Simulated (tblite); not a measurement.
# C5H10ClFSi: the cost of one run

The runs use tblite 0.8.0 and PySCF 2.14.0, with density-fitted response routines of our own; the level of theory stands in each step. All values are computed, except where a source is named. Atoms count from 0, in the outputs and in this text.

**1. The molecule as given**

18 atoms, charge -1, multiplicity 2; geometry from: force field or distance geometry start.

Bonds of the start (Å): C0–C1 1.52, C1–C2 1.49, C2–Si3 1.86, Si3–Cl4 2.10, C1–C5 1.51, C5–C6 1.51, C6–F7 1.37, C0–H8 1.11, C0–H9 1.11, C0–H10 1.10, C2–H11 1.09, Si3–H12 1.45, Si3–H13 1.48, C5–H14 1.11, C5–H15 1.11, C6–H16 1.09, C6–H17 1.12.

**2. Geometry optimisation with GFN2-xTB**

The job: settings as JSON, then the geometry in Å.

```
{"job": {"kind": "relax", "xc": "GFN2-xTB", "basis": "xTB"}, "charge": -1, "multiplicity": 2}
C     -0.009300    -1.181200     0.893100
C      0.076100     0.068100     0.026200
C      0.852900    -0.272300    -1.201100
Si     2.604400     0.297300    -0.952000
Cl     2.614200     2.345000    -1.405000
C     -1.328900     0.459400    -0.361500
C     -2.078700     0.730200     0.923100
F     -3.378900     1.105600     0.712200
H     -0.969600    -1.720800     0.731300
H      0.785200    -1.862200     0.521900
H      0.149800    -0.941300     1.958000
H      0.743700    -1.290400    -1.577300
H      3.550000    -0.403000    -1.805200
H      3.028800     0.174600     0.455300
H     -1.844900    -0.352300    -0.908600
H     -1.274400     1.378000    -0.983000
H     -1.964900    -0.142100     1.573800
H     -1.564100     1.613700     1.387200
```

Command:

```console
> OMP_NUM_THREADS=1 python probes_run.py task.json out
```

The driver reads the jobs from task.json and runs them one after another.

Q: Estimate the wall time of this first job on 1 thread of Arm Neoverse V2, shared host.

About 1.6 s.
